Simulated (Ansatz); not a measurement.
# CH7BSSi: how energies converge with the basis set

Aim: see how fast density functionals converge with the basis set for CH7BSSi.

Method: one geometry, several basis sets; program: Ansatz 0.2.0, Gaussian basis.

Levels to be run: PBE0-D4/def2-SVP; ωB97M-V/def2-SVP; PBE0-D4/def2-QZVPP; ωB97M-V/def2-QZVPP; the functionals' def2-TZVPP values are taken from earlier runs.

### Step 1. Structure used throughout

The geometry comes from an earlier relaxation with PBE0-D4 in a triple-zeta def2 set; it is a stationary point, not always the lowest conformer.

11 atoms, charge 0, spin multiplicity 1.

Atoms are counted from 1 here; the program's logs count them from 0.

Bond lengths: B1–Si2 1.963 Å, B1–S3 2.004 Å, B1–H5 1.197 Å, B1–H6 1.196 Å, Si2–S3 2.235 Å, Si2–H7 1.484 Å, Si2–H8 1.486 Å, S3–C4 1.808 Å, C4–H9 1.090 Å, C4–H10 1.089 Å, C4–H11 1.089 Å. Angles: Si2–B1–S3 68.6°, Si2–B1–H5 115.0°, Si2–B1–H6 120.0°, S3–B1–H5 108.2°, S3–B1–H6 110.5°, H5–B1–H6 120.8°, B1–Si2–S3 56.6°, B1–Si2–H7 124.5°, B1–Si2–H8 125.7°, S3–Si2–H7 107.4°, S3–Si2–H8 105.2°, H7–Si2–H8 109.6°, B1–S3–Si2 54.9°, B1–S3–C4 102.7°, Si2–S3–C4 101.0°, S3–C4–H9 107.7°, S3–C4–H10 109.2°, S3–C4–H11 110.2° and more.

### Step 2. PBE0-D4 in def2-SVP

Input file in.yaml:

```yaml
crystal:
  periodic: [false, false, false]
  atoms:
    - {symbol: B, position_ang: [-0.805066, 1.305454, 0.078181]}
    - {symbol: Si, position_ang: [0.472996, 0.792116, -1.320624]}
    - {symbol: S, position_ang: [0.738447, 0.278032, 0.837789]}
    - {symbol: C, position_ang: [0.109692, -1.416939, 0.869902]}
    - {symbol: H, position_ang: [-0.718892, 2.439306, 0.451940]}
    - {symbol: H, position_ang: [-1.822585, 0.691359, 0.212202]}
    - {symbol: H, position_ang: [1.642891, 1.608976, -1.730219]}
    - {symbol: H, position_ang: [0.498179, -0.509415, -2.037805]}
    - {symbol: H, position_ang: [-0.369977, -1.574651, 1.835470]}
    - {symbol: H, position_ang: [0.941304, -2.109433, 0.747686]}
    - {symbol: H, position_ang: [-0.621589, -1.561806, 0.076178]}
basis:
  gaussian: {orbitals: def2-SVP}
hamiltonian: {xc: pbe0, dispersion: d4}
output: {orbitals: {seedname: orbitals}}
```

Command:

```bash
> ansatz run in.yaml --threads 2 --pin off --events-out ev --progress --plain --max-ram 4352MiB
```

The log of the run:

```text
Functional definition: PBE0
  name "PBE0"
  cite "Adamo & Barone, J. Chem. Phys. 110, 6158 (1999) doi:10.1063/1.478522"
  cite "Perdew, Burke & Ernzerhof, Phys. Rev. Lett. 77, 3865 (1996) doi:10.1103/PhysRevLett.77.3865"
  parent pbe
  parameter a = 0.25
  parameter kappa = 0.804
  parameter beta = 0.06672455060314922
  exchange = (1 - a)*pbe_x(kappa = kappa, mu = beta*pi^2/3) + a*exact_x
  correlation = pbe_c(beta = beta)
1122 factors; their error is unknown
mean field evaluation 1: about -20518.8762 eV, gradient 4.0e1 eV
mean field evaluation 2: about -20517.7060 eV, gradient 4.4e1 eV
mean field evaluation 4: about -20523.4517 eV, gradient 8.8e-1 eV
mean field evaluation 8: about -20523.5537 eV, gradient 1.7e-1 eV
mean field evaluation 16: about -20523.5537 eV, gradient 4.5e-5 eV
mean field -20523.55373596 eV, -754.2266884323 hartree, gradient 4.5e-5 eV, S^2 0.000000; 0 other end points of the search recorded, 0 dependent functions left out
reference -20523.55376347 eV, -754.2266894431 hartree; 24, 24 occupied and 75, 75 virtual orbitals, 1122 factors
Total energy: -20523.77539163 eV, -754.2348341278 hartree
```

It took 1.4 s on 2 threads of Arm Neoverse V2, shared host.

### Step 3. ωB97M-V in def2-SVP

Edit in.yaml of step 2 so:

```diff
@@ -16,3 +16,3 @@
   gaussian: {orbitals: def2-SVP}
-hamiltonian: {xc: pbe0, dispersion: d4}
+hamiltonian: {xc: {name: wB97M-V}}
 output: {orbitals: {seedname: orbitals}}
```

Launched as before.

The log of the run, cut to the lines that bear on the results:

```text
Functional definition: wB97M-V
  name "wB97M-V"
  cite "Mardirossian & Head-Gordon, J. Chem. Phys. 144, 214110 (2016) doi:10.1063/1.4952647"
  cite "Becke, J. Chem. Phys. 107, 8554 (1997) doi:10.1063/1.475007"
  cite "Vydrov & Van Voorhis, J. Chem. Phys. 133, 244103 (2010) doi:10.1063/1.3521275"
  # Of w^i u^j: cxij and so on, Table III.
[...]
  gx(w, u) = 1 - cx + cx01*u + cx10*w
  gss(w, u) = css00 + css04*u^4 + css10*w + css20*w^2 + css43*w^4*u^3
  gos(w, u) = cos00 + cos10*w + (cos20 + cos21*u)*w^2 + (cos60 + cos61*u)*w^6
[...]
      + integral(e_c_pw_mod_opposite_spin*gos(b97_w_opposite, b97_u_opposite)) + vv10(b, c)
1119 factors; their error is unknown
339 factors; integrals over basis functions are off by at most 7.6e-6 eV
[...]
mean field -20530.29397214 eV, -754.4743875432 hartree, gradient 1.6e-5 eV, S^2 0.000000; 0 other end points of the search recorded, 0 dependent functions left out
reference -20530.29401535 eV, -754.4743891310 hartree; 24, 24 occupied and 75, 75 virtual orbitals, 1119 factors
Total energy: -20530.29401535 eV, -754.4743891310 hartree
```

Wall time 6 s (2 threads of Arm Neoverse V2, shared host).

### Step 4. PBE0-D4 in def2-QZVPP

Edit in.yaml of step 3 so:

```diff
@@ -15,4 +15,4 @@
 basis:
-  gaussian: {orbitals: def2-SVP}
-hamiltonian: {xc: {name: wB97M-V}}
+  gaussian: {orbitals: "def2-QZVPP.json"}
+hamiltonian: {xc: pbe0, dispersion: d4}
 output: {orbitals: {seedname: orbitals}}
```

The command is unchanged.

The log of the run:

```text
Functional definition: PBE0
  name "PBE0"
  cite "Adamo & Barone, J. Chem. Phys. 110, 6158 (1999) doi:10.1063/1.478522"
  cite "Perdew, Burke & Ernzerhof, Phys. Rev. Lett. 77, 3865 (1996) doi:10.1103/PhysRevLett.77.3865"
  parent pbe
  parameter a = 0.25
  parameter kappa = 0.804
  parameter beta = 0.06672455060314922
  exchange = (1 - a)*pbe_x(kappa = kappa, mu = beta*pi^2/3) + a*exact_x
  correlation = pbe_c(beta = beta)
1567 factors; their error is unknown
mean field evaluation 1: about -20525.8549 eV, gradient 5.2e1 eV
mean field evaluation 2: about -20522.6806 eV, gradient 6.0e1 eV
mean field evaluation 4: about -20532.7793 eV, gradient 1.7e0 eV
mean field evaluation 8: about -20532.7857 eV, gradient 4.6e-2 eV
mean field evaluation 16: about -20532.8006 eV, gradient 2.5e-5 eV
mean field -20532.80057589 eV, -754.5665035319 hartree, gradient 2.5e-5 eV, S^2 0.000000; 0 other end points of the search recorded, 0 dependent functions left out
reference -20532.80061955 eV, -754.5665051363 hartree; 24, 24 occupied and 440, 440 virtual orbitals, 1567 factors
Total energy: -20533.02224771 eV, -754.5746498211 hartree
```

It took 13 s on 2 threads of Arm Neoverse V2, shared host; peak memory 1.5 GiB.

### Step 5. ωB97M-V in def2-QZVPP

Edit in.yaml of step 4 so:

```diff
@@ -16,3 +16,3 @@
   gaussian: {orbitals: "def2-QZVPP.json"}
-hamiltonian: {xc: pbe0, dispersion: d4}
+hamiltonian: {xc: {name: wB97M-V}}
 output: {orbitals: {seedname: orbitals}}
```

Launched as before.

The log of the run, cut to the lines that bear on the results:

```text
Functional definition: wB97M-V
  name "wB97M-V"
  cite "Mardirossian & Head-Gordon, J. Chem. Phys. 144, 214110 (2016) doi:10.1063/1.4952647"
  cite "Becke, J. Chem. Phys. 107, 8554 (1997) doi:10.1063/1.475007"
  cite "Vydrov & Van Voorhis, J. Chem. Phys. 133, 244103 (2010) doi:10.1063/1.3521275"
  # Of w^i u^j: cxij and so on, Table III.
[...]
  gx(w, u) = 1 - cx + cx01*u + cx10*w
  gss(w, u) = css00 + css04*u^4 + css10*w + css20*w^2 + css43*w^4*u^3
  gos(w, u) = cos00 + cos10*w + (cos20 + cos21*u)*w^2 + (cos60 + cos61*u)*w^6
[...]
      + integral(e_c_pw_mod_opposite_spin*gos(b97_w_opposite, b97_u_opposite)) + vv10(b, c)
1519 factors; their error is unknown
400 factors; integrals over basis functions are off by at most 7.7e-6 eV
[...]
mean field -20539.65345989 eV, -754.8183423738 hartree, gradient 3.9e-5 eV, S^2 0.000000; 0 other end points of the search recorded, 0 dependent functions left out
reference -20539.65352955 eV, -754.8183449337 hartree; 24, 24 occupied and 440, 440 virtual orbitals, 1519 factors
Total energy: -20539.65352955 eV, -754.8183449337 hartree
```

Wall time 29 s (2 threads of Arm Neoverse V2, shared host); peak memory 1.8 GiB.

### Step 6. Functionals by basis

The def2-TZVPP values come from earlier runs at the same geometry.

```
functional       basis  functions  energy (eV)  from the largest (eV)  HOMO (eV)  LUMO (eV)
   PBE0-D4    def2-SVP         99  -20523.7754                  9.247      -6.99      -0.51
   PBE0-D4  def2-TZVPP        244  -20532.3233                  0.699      -6.98      -0.71
   PBE0-D4  def2-QZVPP        464  -20533.0222                  0.000      -6.98      -0.79
   ωB97M-V    def2-SVP         99  -20530.2940                  9.360      -9.01       1.42
   ωB97M-V  def2-TZVPP        244  -20538.9932                  0.660      -9.03       1.05
   ωB97M-V  def2-QZVPP        464  -20539.6535                  0.000      -9.03       0.83
```

### Step 7. Results

| quantity | value |
| --- | --- |
| PBE0-D4: double and triple zeta above quadruple | 9.25, 0.70 eV |
| ωB97M-V: double and triple zeta above quadruple | 9.36, 0.66 eV |

What this shows: For PBE0-D4 the step from double to triple zeta gains 8.55 eV and the next only 0.70 eV. These are total energies; as a rule much of such shifts cancels in differences, which this series doesn't test. The LUMO of ωB97M-V is positive and keeps falling with the basis (1.42 to 0.83 eV): an unbound level that the basis holds in place.

For PBE0-D4 the largest set took about 9 times as long as the smallest (13 s against 1.4 s).
